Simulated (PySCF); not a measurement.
# (CuCl)2 ring (Cu2Cl2): fields and orbitals, part 2 of 2

Aim: take (CuCl)2 ring (Cu2Cl2) and compute its lowest excited states and analyse its density (charges, bond critical points, surface potential).

PySCF 2.14.0; Gaussian basis, gas phase.

## 4. Density, bond paths and surface potential (wB97X/def2-svp)

input.py

```python
import numpy as np
from pyscf import gto, scf, dft
from pyscf.scf import atom_ks, atom_hf
from scipy.linalg import block_diag

def solve(mol, dm0=None, hcore=None):
    mf = (dft.UKS if mol.spin else dft.RKS)(mol, xc='wb97x')
    mf.grids.level = 3
    mf = mf.density_fit(auxbasis='def2-universal-jkfit')
    mf.conv_tol, mf.max_cycle = 1e-8, 80
    if hcore is not None:
        mf.get_hcore = lambda *args: hcore
    mf.kernel(dm0)
    if not mf.converged:
        mf = mf.newton().run(mf.mo_coeff, mf.mo_occ, max_cycle=30)
    assert mf.converged, 'SCF not converged'
    return mf

mol = gto.M(atom='''
Cu    -1.36451    -0.00647     0.00000
Cl    -0.00853     1.76471     0.00000
Cu     1.36451     0.00647     0.00000
Cl     0.00853    -1.76471     0.00000
''', basis='def2-svp', charge=0, spin=0, verbose=4)
mf = solve(mol)
mf.analyze()
# spherically averaged free atoms, for the promolecule
atm = atom_ks.get_atm_nrks(mol, xc='wb97x')
pro = block_diag(*[(atm[a[0]][2] * atm[a[0]][3]) @ atm[a[0]][2].T for a in mol._atom])
np.savez('result.npz', e=mf.e_tot, c=mf.mo_coeff, occ=mf.mo_occ, eps=mf.mo_energy, pro=pro, dip=mf.dip_moment(verbose=0), s2=mf.spin_square()[0])
```

Launch:

```bash
$ OMP_NUM_THREADS=1 python input.py
```

The program printed:

```text
[ENV] PYSCF_TMPDIR <dir>
[ENV] PYSCF_MAX_MEMORY 1375
[INPUT] verbose = 4
[INPUT] num. atoms = 4
[INPUT] num. electrons = 92
[INPUT] charge = 0
[INPUT] spin (= nelec alpha-beta = 2S) = 0
[INPUT] symmetry False subgroup None
[INPUT] Mole.unit = angstrom
[INPUT] Symbol           X                Y                Z      unit          X                Y                Z       unit  Magmom
[INPUT]  1 Cu    -1.364510000000  -0.006470000000   0.000000000000 AA   -2.578550194230  -0.012226528026   0.000000000000 Bohr   0.0
[INPUT]  2 Cl    -0.008530000000   1.764710000000   0.000000000000 AA   -0.016119363843   3.334818589281   0.000000000000 Bohr   0.0
[INPUT]  3 Cu     1.364510000000   0.006470000000   0.000000000000 AA    2.578550194230   0.012226528026   0.000000000000 Bohr   0.0
[INPUT]  4 Cl     0.008530000000  -1.764710000000   0.000000000000 AA    0.016119363843  -3.334818589281   0.000000000000 Bohr   0.0

nuclear repulsion = 674.203152122253
number of shells = 38
number of NR pGTOs = 218
number of NR cGTOs = 98
basis = def2-svp
ecp = {}

******** <class 'pyscf.df.df_jk.DFRKS'> ********
method = DFRKS
initial guess = minao
damping factor = 0
level_shift factor = 0
DIIS = <class 'pyscf.scf.diis.CDIIS'>
diis_start_cycle = 1
diis_space = 8
diis_damp = 0
SCF conv_tol = 1e-08
SCF conv_tol_grad = None
SCF max_cycles = 80
direct_scf = False
XC library pyscf.dft.libxc version 7.0.0
    S. Lehtola, C. Steigemann, M. J.T. Oliveira, and M. A.L. Marques.,  SoftwareX 7, 1–5 (2018)
XC functionals = wb97x
    J.-D. Chai and M. Head-Gordon.,  J. Chem. Phys. 128, 084106 (2008)
radial grids:
    Treutler-Ahlrichs [JCP 102, 346 (1995); DOI:10.1063/1.469408] (M4) radial grids

becke partition: Becke, JCP 88, 2547 (1988); DOI:10.1063/1.454033
pruning grids: <function nwchem_prune at 0x7f3adfb53d80>
grids dens level: 3
symmetrized grids: False
atomic radii adjust function: <function treutler_atomic_radii_adjust at 0x7f3adfb982c0>
small_rho_cutoff = 0
Set gradient conv threshold to 0.0001
Initial guess from minao.
tot grids = 79040
******** <class 'pyscf.df.df.DF'> ********
auxbasis = def2-universal-jkfit
******** <class 'pyscf.df.df.DF'> ********
auxbasis = auxmol.basis = def2-universal-jkfit
init E= -4200.22776158111
  HOMO = -0.200861021016764  LUMO = -0.0777589944541077  gap/eV = 3.34978
cycle= 1 E= -4200.70194494065  delta_E= -0.474  |g|= 1.12  |ddm|= 1.94
  HOMO = -0.330735500301858  LUMO = -0.0143120858237777  gap/eV = 8.61032
cycle= 2 E= -4200.59365719463  delta_E= 0.108  |g|=  1.4  |ddm|= 1.57
  HOMO = -0.291019622664968  LUMO = 0.0136478123392125  gap/eV = 8.29042
cycle= 3 E= -4200.8869186841  delta_E= -0.293  |g|= 0.0939  |ddm|= 0.813
  HOMO = -0.302479444666466  LUMO = 0.0138516661384935  gap/eV = 8.60781
cycle= 4 E= -4200.88856336248  delta_E= -0.00164  |g|= 0.0236  |ddm|= 0.0991
  HOMO = -0.304153022053085  LUMO = 0.0144036624081467  gap/eV = 8.66837
cycle= 5 E= -4200.88886276808  delta_E= -0.000299  |g|= 0.00756  |ddm|= 0.0624
  HOMO = -0.305256650320703  LUMO = 0.0142449873507502  gap/eV = 8.69408
cycle= 6 E= -4200.88892346769  delta_E= -6.07e-05  |g|= 0.0026  |ddm|= 0.0336
  HOMO = -0.305627876236202  LUMO = 0.0140791969431104  gap/eV = 8.69967
cycle= 7 E= -4200.88893454248  delta_E= -1.11e-05  |g|= 0.00128  |ddm|= 0.0132
  HOMO = -0.305894455107336  LUMO = 0.0139773058124506  gap/eV = 8.70415
cycle= 8 E= -4200.88893768358  delta_E= -3.14e-06  |g|= 0.000319  |ddm|= 0.00816
  HOMO = -0.305977428047806  LUMO = 0.01393970296356  gap/eV = 8.70539
cycle= 9 E= -4200.88893786034  delta_E= -1.77e-07  |g|= 7.91e-05  |ddm|= 0.00192
  HOMO = -0.305975743191325  LUMO = 0.0139407791881565  gap/eV = 8.70537
cycle= 10 E= -4200.88893786748  delta_E= -7.14e-09  |g|= 1.9e-05  |ddm|= 0.000329
  HOMO = -0.305976405108622  LUMO = 0.0139394624783051  gap/eV = 8.70535
Extra cycle  E= -4200.88893786788  delta_E= -3.98e-10  |g|= 1.04e-05  |ddm|= 5.09e-05
converged SCF energy = -4200.88893786788
**** SCF Summaries ****
Total Energy =                       -4200.888937867876848
Nuclear Repulsion Energy =             674.203152122253414
One-electron Energy =                -7194.471195463713229
Two-electron Energy =                 2319.379105473583422
Two-electron Coulomb Energy =         2510.601558496657162
DFT Exchange-Correlation Energy =     -191.222453023073911
HOMO-LUMO gap [eV] =                     8.705354166831093
**** MO energy ****
MO #1   energy= -322.840568904179  occ= 2
MO #2   energy= -322.840545443416  occ= 2
MO #3   energy= -101.428555217643  occ= 2
MO #4   energy= -101.42851055083   occ= 2
MO #5   energy= -38.8345101735448  occ= 2
MO #6   energy= -38.8344817569673  occ= 2
MO #7   energy= -34.0560210328779  occ= 2
MO #8   energy= -34.0560089114062  occ= 2
MO #9   energy= -34.0531829642958  occ= 2
MO #10  energy= -34.0531236821489  occ= 2
MO #11  energy= -34.0525886050142  occ= 2
MO #12  energy= -34.0525771672675  occ= 2
MO #13  energy= -9.50032704374859  occ= 2
MO #14  energy= -9.50030331803908  occ= 2
MO #15  energy= -7.26328863708116  occ= 2
MO #16  energy= -7.26328730671745  occ= 2
MO #17  energy= -7.26274415116779  occ= 2
MO #18  energy= -7.2627295872444   occ= 2
MO #19  energy= -7.25981545855658  occ= 2
MO #20  energy= -7.25981121702441  occ= 2
MO #21  energy= -4.37087078614926  occ= 2
MO #22  energy= -4.3708191921555   occ= 2
MO #23  energy= -2.86998372582143  occ= 2
MO #24  energy= -2.86994357447959  occ= 2
MO #25  energy= -2.86938139792072  occ= 2
MO #26  energy= -2.86880267555171  occ= 2
MO #27  energy= -2.86850828489513  occ= 2
MO #28  energy= -2.86845460605405  occ= 2
MO #29  energy= -0.899318729366442 occ= 2
MO #30  energy= -0.889747609374331 occ= 2
MO #31  energy= -0.473176214121091 occ= 2
MO #32  energy= -0.459853490783939 occ= 2
MO #33  energy= -0.447185738856055 occ= 2
MO #34  energy= -0.435143019493437 occ= 2
MO #35  energy= -0.423304076023971 occ= 2
MO #36  energy= -0.418343736238035 occ= 2
MO #37  energy= -0.372038351981    occ= 2
MO #38  energy= -0.365374668992127 occ= 2
MO #39  energy= -0.360527407878486 occ= 2
MO #40  energy= -0.359220927899909 occ= 2
MO #41  energy= -0.359000195352915 occ= 2
MO #42  energy= -0.352905078084005 occ= 2
MO #43  energy= -0.346392802361855 occ= 2
MO #44  energy= -0.335261712886169 occ= 2
MO #45  energy= -0.327982243883722 occ= 2
MO #46  energy= -0.305976405108622 occ= 2
MO #47  energy= 0.0139394624783051 occ= 0
MO #48  energy= 0.040706399396238  occ= 0
MO #49  energy= 0.148850424922532  occ= 0
MO #50  energy= 0.159690326406951  occ= 0
MO #51  energy= 0.178004197867272  occ= 0
MO #52  energy= 0.208264865723176  occ= 0
MO #53  energy= 0.264495988075659  occ= 0
MO #54  energy= 0.287789361686755  occ= 0
MO #55  energy= 0.323329247107309  occ= 0
MO #56  energy= 0.406778687701301  occ= 0
MO #57  energy= 0.703269913997779  occ= 0
MO #58  energy= 0.725550310771373  occ= 0
MO #59  energy= 0.822451045670908  occ= 0
MO #60  energy= 0.851215511945674  occ= 0
MO #61  energy= 0.855629064586964  occ= 0
MO #62  energy= 0.857200804292742  occ= 0
...
pop of  0 Cu 4dyz         0.00059
pop of  0 Cu 4dz^2        0.00048
pop of  0 Cu 4dxz         0.00072
pop of  0 Cu 4dx2-y2      0.00173
pop of  0 Cu 4f-3         0.00001
pop of  0 Cu 4f-2         0.00001
pop of  0 Cu 4f-1         0.00000
pop of  0 Cu 4f+0         0.00000
pop of  0 Cu 4f+1         0.00000
pop of  0 Cu 4f+2         0.00000
pop of  0 Cu 4f+3         0.00001
pop of  1 Cl 1s           2.00000
pop of  1 Cl 2s           1.99985
pop of  1 Cl 3s           1.90695
pop of  1 Cl 4s           0.00249
pop of  1 Cl 2px          1.99993
pop of  1 Cl 2py          1.99993
pop of  1 Cl 2pz          1.99994
pop of  1 Cl 3px          1.81999
pop of  1 Cl 3py          1.86547
pop of  1 Cl 3pz          1.98333
pop of  1 Cl 4px          0.00174
pop of  1 Cl 4py          0.00115
pop of  1 Cl 4pz          0.00047
pop of  1 Cl 3dxy         0.00396
pop of  1 Cl 3dyz         0.00196
pop of  1 Cl 3dz^2        0.00137
pop of  1 Cl 3dxz         0.00060
pop of  1 Cl 3dx2-y2      0.00304
pop of  2 Cu 1s           2.00000
pop of  2 Cu 2s           1.99998
pop of  2 Cu 3s           1.99992
pop of  2 Cu 4s           0.42237
pop of  2 Cu 5s           0.00751
pop of  2 Cu 2px          1.99999
pop of  2 Cu 2py          2.00000
pop of  2 Cu 2pz          2.00000
pop of  2 Cu 3px          1.99991
pop of  2 Cu 3py          1.99997
pop of  2 Cu 3pz          1.99991
pop of  2 Cu 4px          0.01044
pop of  2 Cu 4py          0.03641
pop of  2 Cu 4pz          0.01604
pop of  2 Cu 3dxy         1.98331
pop of  2 Cu 3dyz         1.99859
pop of  2 Cu 3dz^2        1.95459
pop of  2 Cu 3dxz         1.99783
pop of  2 Cu 3dx2-y2      1.97586
pop of  2 Cu 4dxy         0.00165
pop of  2 Cu 4dyz         0.00059
pop of  2 Cu 4dz^2        0.00048
pop of  2 Cu 4dxz         0.00072
pop of  2 Cu 4dx2-y2      0.00173
pop of  2 Cu 4f-3         0.00001
pop of  2 Cu 4f-2         0.00001
pop of  2 Cu 4f-1         0.00000
pop of  2 Cu 4f+0         0.00000
pop of  2 Cu 4f+1         0.00000
pop of  2 Cu 4f+2         0.00000
pop of  2 Cu 4f+3         0.00001
pop of  3 Cl 1s           2.00000
pop of  3 Cl 2s           1.99985
pop of  3 Cl 3s           1.90695
pop of  3 Cl 4s           0.00249
pop of  3 Cl 2px          1.99993
pop of  3 Cl 2py          1.99993
pop of  3 Cl 2pz          1.99994
pop of  3 Cl 3px          1.81999
pop of  3 Cl 3py          1.86547
pop of  3 Cl 3pz          1.98333
pop of  3 Cl 4px          0.00174
pop of  3 Cl 4py          0.00115
pop of  3 Cl 4pz          0.00047
pop of  3 Cl 3dxy         0.00396
pop of  3 Cl 3dyz         0.00196
pop of  3 Cl 3dz^2        0.00137
pop of  3 Cl 3dxz         0.00060
pop of  3 Cl 3dx2-y2      0.00304
 ** Mulliken atomic charges  **
charge of    0Cu =      0.59217
charge of    1Cl =     -0.59217
charge of    2Cu =      0.59217
charge of    3Cl =     -0.59217
Dipole moment(X, Y, Z, Debye):  0.00000, -0.00000, -0.00000
Spherically averaged atomic KS for {'Cl', 'Cu'}

******** <class 'pyscf.scf.atom_ks.AtomSphAverageRKS'> ********
method = AtomSphAverageRKS
initial guess = vsap
damping factor = 0
level_shift factor = 0
diis_start_cycle = 1
diis_space = 12
SCF conv_tol = 1e-09
SCF conv_tol_grad = None
SCF max_cycles = 50
direct_scf = True
direct_scf_tol = 1e-13
XC library pyscf.dft.libxc version 7.0.0
    S. Lehtola, C. Steigemann, M. J.T. Oliveira, and M. A.L. Marques.,  SoftwareX 7, 1–5 (2018)
XC functionals = wb97x
    J.-D. Chai and M. Head-Gordon.,  J. Chem. Phys. 128, 084106 (2008)
radial grids:
    Treutler-Ahlrichs [JCP 102, 346 (1995); DOI:10.1063/1.469408] (M4) radial grids

becke partition: Becke, JCP 88, 2547 (1988); DOI:10.1063/1.454033
pruning grids: <function nwchem_prune at 0x7f3adfb53d80>
grids dens level: 3
symmetrized grids: False
atomic radii adjust function: <function treutler_atomic_radii_adjust at 0x7f3adfb982c0>
User specified grid scheme (100, 434)
small_rho_cutoff = 0
Set gradient conv threshold to 3.16228e-05
tot grids = 22880
init E= -965.928755941119
cycle= 1 E= -965.885310915491  delta_E= 0.0434  |g|=    0  |ddm|= 0.728
cycle= 2 E= -965.72400166096  delta_E= 0.161  |g|=    0  |ddm|= 1.11
cycle= 3 E= -965.998627472611  delta_E= -0.275  |g|=    0  |ddm|= 0.53
cycle= 4 E= -965.993336969508  delta_E= 0.00529  |g|=    0  |ddm|= 0.232
cycle= 5 E= -966.004894488085  delta_E= -0.0116  |g|=    0  |ddm|= 0.12
cycle= 6 E= -966.004697122482  delta_E= 0.000197  |g|=    0  |ddm|= 0.0447
cycle= 7 E= -966.005098786567  delta_E= -0.000402  |g|=    0  |ddm|= 0.0216
cycle= 8 E= -966.005091595194  delta_E= 7.19e-06  |g|=    0  |ddm|= 0.00817
cycle= 9 E= -966.00510641925  delta_E= -1.48e-05  |g|=    0  |ddm|= 0.00422
cycle= 10 E= -966.005106156706  delta_E= 2.63e-07  |g|=    0  |ddm|= 0.00166
cycle= 11 E= -966.005106696989  delta_E= -5.4e-07  |g|=    0  |ddm|= 0.000795
cycle= 12 E= -966.005106687436  delta_E= 9.55e-09  |g|=    0  |ddm|= 0.000295
cycle= 13 E= -966.00510670746  delta_E= -2e-08  |g|=    0  |ddm|= 0.000186
cycle= 14 E= -966.005106707111  delta_E= 3.48e-10  |g|=    0  |ddm|= 3.08e-05
Extra cycle  E= -966.00510670676  delta_E= 3.52e-10  |g|=    0  |ddm|= 5.98e-05
Atomic HF for atom  Cu  converged. SCF energy = -966.00510670676

******** <class 'pyscf.scf.atom_ks.AtomSphAverageRKS'> ********
method = AtomSphAverageRKS
initial guess = vsap
damping factor = 0
level_shift factor = 0
diis_start_cycle = 1
diis_space = 12
SCF conv_tol = 1e-09
SCF conv_tol_grad = None
SCF max_cycles = 50
direct_scf = True
direct_scf_tol = 1e-13
XC library pyscf.dft.libxc version 7.0.0
    S. Lehtola, C. Steigemann, M. J.T. Oliveira, and M. A.L. Marques.,  SoftwareX 7, 1–5 (2018)
XC functionals = wb97x
    J.-D. Chai and M. Head-Gordon.,  J. Chem. Phys. 128, 084106 (2008)
radial grids:
    Treutler-Ahlrichs [JCP 102, 346 (1995); DOI:10.1063/1.469408] (M4) radial grids

becke partition: Becke, JCP 88, 2547 (1988); DOI:10.1063/1.454033
pruning grids: <function nwchem_prune at 0x7f3adfb53d80>
grids dens level: 3
symmetrized grids: False
atomic radii adjust function: <function treutler_atomic_radii_adjust at 0x7f3adfb982c0>
User specified grid scheme (100, 434)
small_rho_cutoff = 0
Set gradient conv threshold to 3.16228e-05
tot grids = 23744
init E= 214.347539733539
cycle= 1 E= 214.346054488795  delta_E= -0.00149  |g|=    0  |ddm|= 0.0519
cycle= 2 E= 214.346048043335  delta_E= -6.45e-06  |g|=    0  |ddm|= 0.0107
cycle= 3 E= 214.346047495067  delta_E= -5.48e-07  |g|=    0  |ddm|= 0.00244
cycle= 4 E= 214.34604742418  delta_E= -7.09e-08  |g|=    0  |ddm|= 0.00114
cycle= 5 E= 214.346047414608  delta_E= -9.57e-09  |g|=    0  |ddm|= 0.000372
cycle= 6 E= 214.346047413303  delta_E= -1.31e-09  |g|=    0  |ddm|= 0.000146
cycle= 7 E= 214.346047413111  delta_E= -1.92e-10  |g|=    0  |ddm|= 2.8e-05
Extra cycle  E= 214.346047413098  delta_E= -1.28e-11  |g|=    0  |ddm|= 1.4e-05
Atomic HF for atom  Cl  converged. SCF energy = 214.346047413098
```

It took 25 s on 1 thread of Intel Xeon at 2.50GHz (Skylake/Cascade Lake), shared host; peak memory 0.43 GiB.

## 5. What the saved matrices give

Deformation density: the molecule less spherical free atoms.

Cu1–Cl2, Cu3–Cl4, Cl2–Cu3 and Cu1–Cl4: −0.01 e/Å³ at the bond critical point (bond length 2.23 Å, Mayer order 0.6). In all, 0.9 electrons are displaced relative to the promolecule. A small or negative value marks a very polar bond or one between electron-rich atoms, whose free-atom densities already overlap strongly.

The highest Hirshfeld charge is on Cu1 and Cu3 (+0.32 e), the lowest on Cl2 and Cl4 (−0.32 e).

```tsv
atom	charge (e)
Cu1	+0.32
Cl2	−0.32
Cu3	+0.32
Cl4	−0.32
```

Topology of the density (QTAIM).

4 nuclei, 4 bond, 1 ring and 0 cage critical points: 4 − 4 + 1 − 0 = 1, as the Poincaré–Hopf relation requires.

| bond | length (Å) | ρ (a.u.) | ∇²ρ (a.u.) | ε | H (a.u.) |
| --- | --- | --- | --- | --- | --- |
| Cu1–Cl2 (×4) | 2.231 | 0.068 | +0.32 | 0.01 | −0.004 |

Polar or intermediate (positive Laplacian, negative energy density H): ρ = 0.068, ∇²ρ = +0.32, H = −0.004 a.u.

On the 0.001 a.u. surface of the density.

Highest: 2.15 V, 1.8 Å from Cu1, and at symmetry-equivalent points. Lowest: −0.96 V, 2.0 Å from Cl2, and at symmetry-equivalent points.

## 6. Summary of results

What follows sums up all 2 parts.

| quantity | value |
| --- | --- |
| lowest singlet excitation (wB97X/def2-svpd) | 3.19 eV |
| dipole moment (wB97X/def2-svp) | 0.00 D |
| HOMO, LUMO (wB97X/def2-svp) | -8.33, 0.38 eV |

At wB97X/def2-svp: The highest Hirshfeld charge is on Cu1 and Cu3 (+0.32 e), the lowest on Cl2 and Cl4 (−0.32 e). All values hold at the given geometry, in the gas phase.
